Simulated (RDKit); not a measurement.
# InSiNH6O (SMILES [NH2][InH][O][SiH3]) at extended Hückel

Aim: energy and one-electron properties of InSiNH6O. Input form: a Python script.

The calculation is run with RDKit 2026.09.1.

## Step 1: The structure to begin with

The species is InSiNH6O (10 atoms), meant as a singlet with charge 0. As SMILES, `[NH2][InH][O][SiH3]`. Geometry: a GFN2-xTB relaxation, a rough one for these elements and not checked as a minimum. This is one conformer, not always the lowest.

Bond lengths: N1–In2 2.047 Å, In2–O3 1.961 Å, O3–Si4 1.610 Å, N1–H5 1.019 Å, N1–H6 1.016 Å, In2–H7 1.696 Å, Si4–H8 1.476 Å, Si4–H9 1.474 Å, Si4–H10 1.463 Å. Some angles: N1–In2–O3 112.8°, In2–O3–Si4 139.5°, N1–In2–H7 136.5°, O3–In2–H7 110.3°, In2–N1–H5 106.7°, In2–N1–H6 114.3°, O3–Si4–H8 109.7°, O3–Si4–H9 111.1°, O3–Si4–H10 104.0°, H5–N1–H6 107.1°.

## Step 2: Energy and one-electron properties at extended Hückel

File mol.xyz:

```xyz
10

N     -0.522600     2.185310     0.155870
In     1.056070     0.994580     0.684350
O      0.852530    -0.856230     0.069830
Si    -0.238340    -1.791970    -0.655480
H     -1.332800     1.574080     0.067840
H     -0.757290     2.895900     0.842340
H      2.575960     1.212930     1.404010
H     -1.383520    -2.012750     0.249330
H     -0.733570    -1.165570    -1.893960
H      0.483560    -3.036270    -0.924150
```

File ff.py:

```python
import json
import numpy as np
from rdkit import Chem
from rdkit.Chem import AllChem
from rdkit.Chem import rdDetermineBonds
from rdkit.Chem import rdEHTTools

m = Chem.MolFromXYZFile("mol.xyz")
symbols = [a.GetSymbol() for a in m.GetAtoms()]
start = m.GetConformer().GetPositions().copy()

ok, res = rdEHTTools.RunMol(m, keepOverlapAndHamiltonianMatrices=True)
if not ok:
    raise RuntimeError("the extended Hueckel run failed")
eps = np.array(res.GetOrbitalEnergies())
nel = res.numElectrons
homo = (nel + 1) // 2 - 1
print(f"{res.numOrbitals} orbitals, {nel} valence electrons, sum of one-electron energies {res.totalEnergy:.4f} eV")
for i in range(max(0, homo - 8), min(len(eps), homo + 6)):
    print(f"{i + 1:4d} {eps[i]:10.4f} eV", "(HOMO)" if i == homo else "(LUMO)" if i == homo + 1 else "")
q = np.array(res.GetAtomicCharges())
print("Mulliken charges:", " ".join(f"{a}{i + 1}={c:+.3f}" for i, (a, c) in enumerate(zip(symbols, q))))
op = res.GetReducedOverlapPopulationMatrix()
pairs = [(k, i, op[i * (i + 1) // 2 + k]) for i in range(len(symbols)) for k in range(i) if abs(op[i * (i + 1) // 2 + k]) > 0.1]
print("reduced overlap populations above 0.1")
for k, i, p in pairs:
    print(f"  {symbols[k]}{k + 1}-{symbols[i]}{i + 1} {p:7.3f}")
json.dump(dict(symbols=symbols, start=start.tolist(), energy=res.totalEnergy * 23.060548, homo=eps[homo], lumo=eps[homo + 1] if homo + 1 < len(eps) else None, orbital_energies=eps.round(4).tolist(), charges_mulliken=q.tolist(), bond_orders=[[k + 1, i + 1, round(p, 4)] for k, i, p in pairs], nel=nel), open("results.json", "w"))
```

Launch:

```bash
$ python ff.py
```

Q: Predict the results. Wanted: sum of orbital energies; HOMO energy; LUMO energy; HOMO–LUMO gap.

**Answer.** As computed:

At extended Hückel:

| quantity | value |
| --- | --- |
| sum of orbital energies | -15.94386 Eh |
| HOMO energy | -13.52 eV |
| LUMO energy | -5.53 eV |
| HOMO–LUMO gap | 7.99 eV |
